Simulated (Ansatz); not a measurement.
# V2Au: the cost of one run

Program: Ansatz 0.2.0. Level of theory: DFT PBE, scalar-relativistic, plane waves, PAW. These are calculated values, not measurements.

### 1 Starting point

The structure is cubic, space group Fd-3m (No. 227). Conventional cell: a = 7.093 Å, b = 7.093 Å, c = 7.093 Å, α = 90.00°, β = 90.00°, γ = 90.00°. Around V (site symmetry -3m) lie 6 V at 2.51 Å. Au (site symmetry -43m) is surrounded by 12 V at 2.94 Å and 4 Au at 3.07 Å.

Structure file:

```cif
data_structure
_symmetry_space_group_name_H-M 'P 1'
_symmetry_Int_Tables_number 1
_cell_length_a 5.0153
_cell_length_b 5.0153
_cell_length_c 5.0153
_cell_angle_alpha 60.000
_cell_angle_beta 60.000
_cell_angle_gamma 60.000
_cell_volume 89.20
loop_
_atom_site_label
_atom_site_type_symbol
_atom_site_fract_x
_atom_site_fract_y
_atom_site_fract_z
_atom_site_occupancy
V1 V 0.62500 0.62500 0.62500 1
V2 V 0.12500 0.62500 0.62500 1
V3 V 0.62500 0.62500 0.12500 1
V4 V 0.62500 0.12500 0.62500 1
Au1 Au 0.00000 0.00000 0.00000 1
Au2 Au 0.25000 0.25000 0.25000 1
```

This is candidate A: cubic Laves (C15) type (Fd-3m, No. 227).

(A quick probe on a coarse mesh, which set the mesh and smearing, is not shown.)

### 3 Full relaxation (candidate A)

input.yaml

```yaml
crystal:
  lattice:
    - [0.0, 3.5463503545, 3.5463503545]
    - [3.5463503545, 0.0, 3.5463503545]
    - [3.5463503545, 3.5463503545, 0.0]
  atoms:
    - { symbol: V, position: [0.625, 0.625, 0.625] }
    - { symbol: V, position: [0.125, 0.625, 0.625] }
    - { symbol: V, position: [0.625, 0.625, 0.125] }
    - { symbol: V, position: [0.625, 0.125, 0.625] }
    - { symbol: Au, position: [0.0, 0.0, 0.0] }
    - { symbol: Au, position: [0.25, 0.25, 0.25] }
basis:
  ecutwfc: 420
kpoints:
  mp_grid: { grid: [10, 10, 10] }
hamiltonian:
  xc: pbe
scf:
  occupations: { method: gaussian, width: 0.1 }
output:
  forces: true
  stress: true
  eigenvalues: true
relax:
  adjacent_minimum: "off"
  f_tol: 0.01
  max_steps: 80
  cell: { stress_tol: 0.05 }
```

On the command line:

```sh
$ ansatz run input.yaml --threads 1 --pin off --max-ram 2560MiB --backend cpu --events-out ev --progress --plain --runs-dir out
```

Q: Estimate wall time and peak memory on 1 thread of Arm Neoverse V1, shared host.

About 57 s, with a peak of 0.48 GiB.
